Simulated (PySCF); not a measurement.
# H12O6Pb (Pb(H2O)64+): the cost of one run

Method: PBE0, Pb def2-SVP with ECP60, O def2-SVP, H def2-SVP; scalar-relativistic core potentials, no spin–orbit coupling; program: PySCF 2.14.0.

1 further run of the same task is left out (for a known fault of the program). Runs told in other sessions of the task aren't counted.

## (1) The starting structure

19 atoms, charge 4, spin multiplicity 1.

Bond lengths: Pb1–O2 2.180 Å, Pb1–O5 2.180 Å, Pb1–O8 2.180 Å, Pb1–O11 2.180 Å, Pb1–O14 2.180 Å, Pb1–O17 2.180 Å, O2–H3 0.970 Å, O2–H4 0.970 Å, O5–H6 0.970 Å, O5–H7 0.970 Å, O8–H9 0.970 Å, O8–H10 0.970 Å, O11–H12 0.970 Å, O11–H13 0.970 Å, O14–H15 0.970 Å, O14–H16 0.970 Å, O17–H18 0.970 Å, O17–H19 0.970 Å. Angles: O2–Pb1–O5 180.0°, O2–Pb1–O8 90.0°, O2–Pb1–O11 90.0°, O2–Pb1–O14 90.0°, O2–Pb1–O17 90.0°, O5–Pb1–O8 90.0°, O5–Pb1–O11 90.0°, O5–Pb1–O14 90.0°, O5–Pb1–O17 90.0°, O8–Pb1–O11 90.0°, O8–Pb1–O14 180.0°, O8–Pb1–O17 90.0°, O11–Pb1–O14 90.0°, O11–Pb1–O17 180.0°, O14–Pb1–O17 90.0°, Pb1–O2–H3 127.5°, Pb1–O2–H4 127.5°, H3–O2–H4 105.1° and more.

Geometry (Å):

```xyz
19
H12O6Pb
Pb    0.0000    0.0000    0.0000
O     0.0000    0.0000    2.1800
H     0.5445    0.5445    2.7700
H    -0.5445   -0.5445    2.7700
O     0.0000    0.0000   -2.1800
H     0.5445   -0.5445   -2.7700
H    -0.5445    0.5445   -2.7700
O     2.1800    0.0000    0.0000
H     2.7700   -0.5445    0.5445
H     2.7700    0.5445   -0.5445
O     0.0000    2.1800    0.0000
H     0.5445    2.7700    0.5445
H    -0.5445    2.7700   -0.5445
O    -2.1800    0.0000    0.0000
H    -2.7700    0.5445    0.5445
H    -2.7700   -0.5445   -0.5445
O     0.0000   -2.1800    0.0000
H    -0.5445   -2.7700    0.5445
H     0.5445   -2.7700   -0.5445
```

Formal oxidation states: Pb +4.

## (2) SCF at the start, singlet

File run.py (the lines that set the calculation):

```python
mol = gto.M(atom='''
Pb     0.00000     0.00000     0.00000
O      0.00000     0.00000     2.18000
H      0.54450     0.54450     2.77000
H     -0.54450    -0.54450     2.77000
O      0.00000     0.00000    -2.18000
H      0.54450    -0.54450    -2.77000
H     -0.54450     0.54450    -2.77000
O      2.18000     0.00000     0.00000
H      2.77000    -0.54450     0.54450
H      2.77000     0.54450    -0.54450
O      0.00000     2.18000     0.00000
H      0.54450     2.77000     0.54450
H     -0.54450     2.77000    -0.54450
O     -2.18000     0.00000     0.00000
H     -2.77000     0.54450     0.54450
H     -2.77000    -0.54450    -0.54450
O      0.00000    -2.18000     0.00000
H     -0.54450    -2.77000     0.54450
H      0.54450    -2.77000    -0.54450''',
    basis={'Pb': 'def2-SVP', 'O': 'def2-SVP', 'H': 'def2-SVP'},
    ecp={'Pb': 'def2-SVP'},
    charge=4, spin=0)
mf = dft.RKS(mol, xc='PBE0')
mf.grids.atom_grid = (50, 194)
mf = mf.density_fit()  # fitting sets: Pb def2-universal-JKFIT, O def2-universal-JKFIT, H def2-universal-JKFIT
mf.conv_tol = 1e-08; mf.max_cycle = 55
mf.kernel(dm0)  # dm0: free metal ions and neutral atoms
```

Started as:

```bash
OMP_NUM_THREADS=4 python run.py
```

What time and memory should one allow on 4 threads of Intel Xeon Platinum 8488C (Sapphire Rapids), shared host?

About 5.3 s, with a peak of 1.1 GiB.
